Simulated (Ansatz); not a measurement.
Crystal: Ge2Sb2Te5.

```
Te Sb Ge
1.0
     4.29406    0.00000    0.00000
    -2.14703    3.71877    0.00000
     0.00000    0.00000   17.10135
Te Sb Ge
5 2 2
Direct
  0.66667 0.33333 0.41989
  0.33333 0.66667 0.58011
  0.33333 0.66667 0.20154
  0.66667 0.33333 0.79846
  0.00000 0.00000 0.00000
  0.00000 0.00000 0.32007
  0.00000 0.00000 0.67993
  0.66667 0.33333 0.10290
  0.33333 0.66667 0.89711
```

The cell comes from a database or a generator and needn't be the stable form of this composition.

```yaml
Program: Ansatz 0.2.0
Task: single point
Functional: PBEsol
Potentials_or_basis: Ansatz PAW
Cutoff: "420 eV (not typed: the program's choice for these potentials)"
k_mesh: 7 × 7 × 2
Occupations: fermi-dirac, width 0.05 eV
Spin: no spin polarisation
```

On this cell: pressure -2.2 GPa; largest force 0.132 eV/Å; band gap on the k mesh 0.28 eV, direct.

The same run follows on a disturbed copy (atoms moved at random, drawn with an rms of 0.05 Å):

```
Te Sb Ge
1.0
     4.29406    0.00000    0.00000
    -2.14703    3.71877    0.00000
     0.00000    0.00000   17.10135
Te Sb Ge
5 2 2
Direct
  0.65627 0.33020 0.42106
  0.32321 0.67030 0.57955
  0.33444 0.67990 0.20353
  0.66456 0.34169 0.79798
  0.98765 0.98842 0.99874
  0.00451 0.01303 0.31980
  0.99789 0.99456 0.68060
  0.65641 0.33449 0.10159
  0.31874 0.65328 0.89705
```

Q: What changes?

A: The energy moves by +3.5 meV/atom; pressure -2.3 GPa; largest force 0.299 eV/Å; band gap on the k mesh 0.22 eV, direct.

Forces in eV/Å, atoms in the order of the input:
```
Te   0.069  0.183 -0.226
Te   0.131 -0.041  0.228
Te  -0.039 -0.138 -0.238
Te  -0.030 -0.143  0.109
Te  -0.038  0.183  0.083
Sb  -0.065 -0.117  0.110
Sb  -0.112  0.058 -0.104
Ge   0.045 -0.015  0.017
Ge   0.038  0.029  0.022
```

Stress tensor (GPa, compression positive):
```
-2.20 -0.02 -0.06
-0.02 -2.33  0.18
-0.06  0.18 -2.38
```

Caveats: odd divisions of the mesh miss points on the zone boundary, where band edges often lie, so the gap on the mesh can be too wide; spin-orbit coupling is left out, which moves the levels of the heavy elements; the PAW data sets come from PBE, with cores solved anew for the run's functional, which leaves a small shift of forces and pressure.

A k mesh can miss the band edges.
